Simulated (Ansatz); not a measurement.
# B14As11: the cost of one run

Method: DFT PBE, scalar-relativistic, plane waves, PAW, in Ansatz 0.2.0.

## 1. Starting point

The cell holds 25 atoms (As11B14): a = 7.179 Å, b = 7.266 Å, c = 7.633 Å, α = 89.75°, β = 89.30°, γ = 92.49°.

It is the last frame of an earlier stage of the same melt, run at 1600 K.

Structure file:

```cif
data_structure
_symmetry_space_group_name_H-M 'P 1'
_symmetry_Int_Tables_number 1
_cell_length_a 7.1788
_cell_length_b 7.2664
_cell_length_c 7.6328
_cell_angle_alpha 89.752
_cell_angle_beta 89.301
_cell_angle_gamma 92.495
_cell_volume 397.74
loop_
_atom_site_label
_atom_site_type_symbol
_atom_site_fract_x
_atom_site_fract_y
_atom_site_fract_z
_atom_site_occupancy
B1 B 0.69807 0.85234 0.03098 1
B2 B 0.74496 0.22049 0.90966 1
B3 B 0.93360 0.29535 0.06484 1
B4 B 0.92861 0.12047 0.24991 1
B5 B 0.73974 0.97346 0.22154 1
B6 B 0.35865 0.07109 0.02724 1
B7 B 0.27831 0.86204 0.05946 1
B8 B 0.47607 0.90257 0.94021 1
B9 B 0.71396 0.45328 0.87884 1
B10 B 0.49798 0.45680 0.98969 1
B11 B 0.51029 0.68735 0.01732 1
B12 B 0.69477 0.80293 0.35195 1
B13 B 0.59068 0.05611 0.04357 1
B14 B 0.76739 0.64975 0.00028 1
As1 As 0.91951 0.83430 0.55635 1
As2 As 0.12650 0.65158 0.95907 1
As3 As 0.94954 0.53416 0.22694 1
As4 As 0.30343 0.92437 0.60172 1
As5 As 0.68906 0.07802 0.63333 1
As6 As 0.98934 0.02380 0.89832 1
As7 As 0.45129 0.27823 0.19387 1
As8 As 0.27196 0.27358 0.85228 1
As9 As 0.49666 0.62088 0.46862 1
As10 As 0.80388 0.50284 0.62024 1
As11 As 0.20223 0.19720 0.41636 1
```

## 2. Dynamics at 300 K

One k point, a Fermi-Dirac width of 0.050 eV and a fixed cell.

Input file input.yaml:

```yaml
crystal:
  lattice:
    - [7.176888, -0.15729, 0.045335]
    - [-0.15729, 7.26465, 0.016592]
    - [0.045335, 0.016592, 7.632613]
  atoms:
    - { symbol: B, position: [0.6980738914, 0.8523417436, 0.030981213] }
    - { symbol: B, position: [0.7449647002, 0.2204864994, 0.9096578036] }
    - { symbol: B, position: [0.9335979269, 0.2953474707, 0.0648367786] }
    - { symbol: B, position: [0.9286131714, 0.1204695432, 0.2499078812] }
    - { symbol: B, position: [0.7397401172, 0.9734629994, 0.221537201] }
    - { symbol: B, position: [0.3586520741, 0.0710945584, 0.0272352424] }
    - { symbol: B, position: [0.2783071357, 0.8620409585, 0.0594551424] }
    - { symbol: B, position: [0.4760664281, 0.902569799, 0.9402127595] }
    - { symbol: B, position: [0.7139625724, 0.4532846308, 0.8788374768] }
    - { symbol: B, position: [0.4979787433, 0.4568019472, 0.9896896307] }
    - { symbol: B, position: [0.510287959, 0.6873532055, 0.0173235395] }
    - { symbol: B, position: [0.6947683559, 0.8029259574, 0.3519471771] }
    - { symbol: B, position: [0.590677794, 0.0561139967, 0.0435658448] }
    - { symbol: B, position: [0.7673864571, 0.6497455999, 0.0002806873] }
    - { symbol: As, position: [0.9195133871, 0.8343026064, 0.5563544275] }
    - { symbol: As, position: [0.1264992632, 0.6515806972, 0.9590659054] }
    - { symbol: As, position: [0.9495428235, 0.5341633986, 0.2269362431] }
    - { symbol: As, position: [0.3034285699, 0.9243668547, 0.6017249724] }
    - { symbol: As, position: [0.6890615265, 0.0780221069, 0.6333341367] }
    - { symbol: As, position: [0.9893411237, 0.0238044705, 0.898317017] }
    - { symbol: As, position: [0.4512898936, 0.2782269086, 0.1938742839] }
    - { symbol: As, position: [0.2719639931, 0.2735815361, 0.852276952] }
    - { symbol: As, position: [0.4966551741, 0.6208766515, 0.4686207786] }
    - { symbol: As, position: [0.803880751, 0.50284115, 0.6202422705] }
    - { symbol: As, position: [0.2022303598, 0.1972000994, 0.4163587148] }
  symmetry: { detect: false }
basis:
  ecutwfc: 420
  xc_grid: 1
kpoints:
  mp_grid: { grid: [1, 1, 1], shift: [0.25, 0.25, 0.25] }
hamiltonian:
  xc: pbe
scf:
  occupations: { method: fermi_dirac, width: 0.05 }
  lower_state_search: "off"
  convergence: { dr2_threshold: 1.0e-05 }
output:
  forces: true
  stress: true
md:
  timestep: 1.5
  n_steps: 157
  ensemble: nvt_langevin
  friction: 0.03
  temperature: 300.0
  initial_velocities: maxwell_boltzmann
  seed: 55009
```

Launch:

```console
> ansatz run input.yaml --threads 2 --pin off --max-ram 5120MiB --backend cpu --events-out ev --progress --plain --runs-dir out
```

**Question.** How long does this run take on 2 threads of Arm Neoverse V1, shared host, and how much memory does it need?

About 6.6 min, with a peak of 0.61 GiB.
